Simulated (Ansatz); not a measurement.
## ScZn, space group Pm-3m: a frozen displacement of one atom, step by step

Program: Ansatz 0.2.0, Python API.

At the Python prompt:
```pycon
>>> import warnings
>>> import ansatz as az
>>> import numpy as np
>>> from pymatgen.core import Lattice, Structure
>>> from pymatgen.io.ase import AseAtomsAdaptor
>>> config = {
...     "xc": "pbesol",
...     "kmesh": (10, 10, 10),
...     "filling": "methfessel_paxton",
...     "sigma": 0.15,
...     "scf_tol": 1e-09,
... }
>>> warnings.simplefilter("ignore", az.DeckWarning)
>>> pmg_structure = Structure(
...     Lattice([(3.35, 0.0, 0.0), (0.0, 3.35, 0.0), (0.0, 0.0, 3.35)]),
...     ["Sc", "Zn"],
...     [
...         (0.0, 0.0, 0.0),
...         (0.5, 0.5, 0.5),
...     ],
... )
>>> sczn = az.Crystal.from_ase(AseAtomsAdaptor.get_atoms(pmg_structure))
>>> inverse = np.linalg.inv(np.array(sczn.lattice.vectors))
>>> home = np.array(sczn.sites[0].position)
>>> values = np.linspace(-0.02, 0.02, 5)
>>> energies, pulls = [], []
>>> for shift in values:
...     moved = sczn.move(0, to=home + shift * inverse[0])
...     base = (
...         moved.calculation()
...         .functional(config["xc"])
...         .kpoints(mesh=config["kmesh"], center="gamma")  # sampling of the Brillouin zone
...         .occupations(config["filling"], width=config["sigma"])
...         .scf(tolerance=config["scf_tol"])
...         .forces()
...     )
...     report = base.run(threads=1, backend="cpu").report
...     energies.append(report["free_energy_ev"])
...     pulls.append(report["forces_ev_ang"][0][0])
...
>>> # the force is minus the slope of the free energy
>>> print("shift (A)   dE (eV)   force along x (eV/A)")
shift (A)   dE (eV)   force along x (eV/A)
>>> for shift, e, f in zip(values, energies, pulls):
...     print(f"{shift:8.3f} {e - energies[2]:10.5f} {f:12.4f}")
...
  -0.020    0.00068       0.0679
  -0.010    0.00017       0.0340
   0.000    0.00000      -0.0000
   0.010    0.00017      -0.0340
   0.020    0.00068      -0.0679
>>> print(f"stiffness from energies {2 * np.polyfit(values, energies, 2)[0]:.3f}, from forces {-np.polyfit(values, pulls, 1)[0]:.3f} eV/A^2")
stiffness from energies 3.397, from forces 3.397 eV/A^2
```

The curvature of the energy gives 3.397 eV/Å² and the slope of the force 3.397 eV/Å², a positive curvature.

Caveats:
- No spin polarisation was allowed.
- In a metal a curvature from energy changes of a few meV or less hangs on mesh and smearing, in size and even in sign.
- The starting cell is as deposited in a crystallographic database; the results hold for this polymorph, which needn't be the stable one.
- All periodic images of the atom move with it, so the curvature is one diagonal element of the zone-centre force constants and no normal mode; a positive value doesn't exclude soft modes in which several atoms move.
- Wall time of the script: 36 s on 1 thread of Arm Neoverse V1, with other jobs on the host, peak memory 0.5 GiB.
